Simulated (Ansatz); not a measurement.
**C₂H₆CuFS: how energies converge with the basis set**

One table from this session's results is given with a row withheld; the runs are named, their logs left out.

The runs use Ansatz 0.2.0, Gaussian basis; one geometry, several basis sets.

The runs, in order: PBE0-D4/def2-SVP; ωB97M-V/def2-SVP; PBE0-D4/def2-QZVPP; ωB97M-V/def2-QZVPP; the functionals' def2-TZVPP values are taken from earlier runs.

2 further runs of the same task are left out: 2 set aside as unsound or not needed.

## The relaxed structure

All runs share one geometry, relaxed beforehand with PBE0-D4 in a triple-zeta def2 set.

SMILES `C[S+](C)[Cu-][F]`, 11 atoms, charge 0, spin multiplicity 1.

Atoms are counted from 1 here; the program's logs count them from 0.

Bond lengths: C1–S2 1.801 Å, C1–H6 1.089 Å, C1–H7 1.091 Å, C1–H8 1.089 Å, S2–C3 1.801 Å, S2–Cu4 2.138 Å, C3–H9 1.089 Å, C3–H10 1.089 Å, C3–H11 1.091 Å, Cu4–F5 1.767 Å. Angles: S2–C1–H6 107.1°, S2–C1–H7 109.2°, S2–C1–H8 111.0°, H6–C1–H7 109.4°, H6–C1–H8 109.5°, H7–C1–H8 110.6°, C1–S2–C3 100.2°, C1–S2–Cu4 106.5°, C3–S2–Cu4 106.5°, S2–C3–H9 107.1°, S2–C3–H10 111.0°, S2–C3–H11 109.2°, H9–C3–H10 109.5°, H9–C3–H11 109.4°, H10–C3–H11 110.6°, S2–Cu4–F5 179.6°.

The first run:

Input file in.yaml:

```yaml
crystal:
  periodic: [false, false, false]
  atoms:
    - {symbol: C, position_ang: [-0.949931, 0.172451, 1.184489]}
    - {symbol: S, position_ang: [0.156498, 0.842748, -0.068331]}
    - {symbol: C, position_ang: [1.495471, -0.358852, 0.011342]}
    - {symbol: Cu, position_ang: [-0.810995, 0.550461, -1.952676]}
    - {symbol: F, position_ang: [-1.609401, 0.320195, -3.512650]}
    - {symbol: H, position_ang: [-1.837886, 0.803169, 1.198077]}
    - {symbol: H, position_ang: [-0.458884, 0.217272, 2.157249]}
    - {symbol: H, position_ang: [-1.235687, -0.851173, 0.946472]}
    - {symbol: H, position_ang: [2.222591, -0.079032, -0.749875]}
    - {symbol: H, position_ang: [1.130132, -1.365185, -0.188499]}
    - {symbol: H, position_ang: [1.963591, -0.309053, 0.995101]}
basis:
  gaussian: {orbitals: def2-SVP}
hamiltonian: {xc: pbe0, dispersion: d4}
output: {orbitals: {seedname: orbitals}}
```

The run is started by

```
$ ansatz run in.yaml --threads 2 --pin off --events-out ev --progress --plain --max-ram 32768MiB --backend cpu
```

Among the steps run: PBE0-D4 in def2-SVP; ωB97M-V in def2-SVP; PBE0-D4 in def2-QZVPP; ωB97M-V in def2-QZVPP.

One of the session's tables, all rows but one given; the rest of the session is left out.

It belongs to the step «Density functionals: the series». 

| functional | basis | HOMO (eV) |
| --- | --- | --- |
| PBE0-D4 | def2-SVP | -6.20 |
| PBE0-D4 | def2-TZVPP | -6.70 |
| PBE0-D4 | def2-QZVPP | -6.70 |
| ωB97M-V | def2-SVP | -8.67 |
| ωB97M-V | def2-TZVPP | -9.23 |
| ωB97M-V | def2-QZVPP | ? |

Q: Estimate the row for ωB97M-V, def2-QZVPP from the others.

As computed: HOMO (eV): -9.24. In the column «HOMO (eV)» it is the lowest.
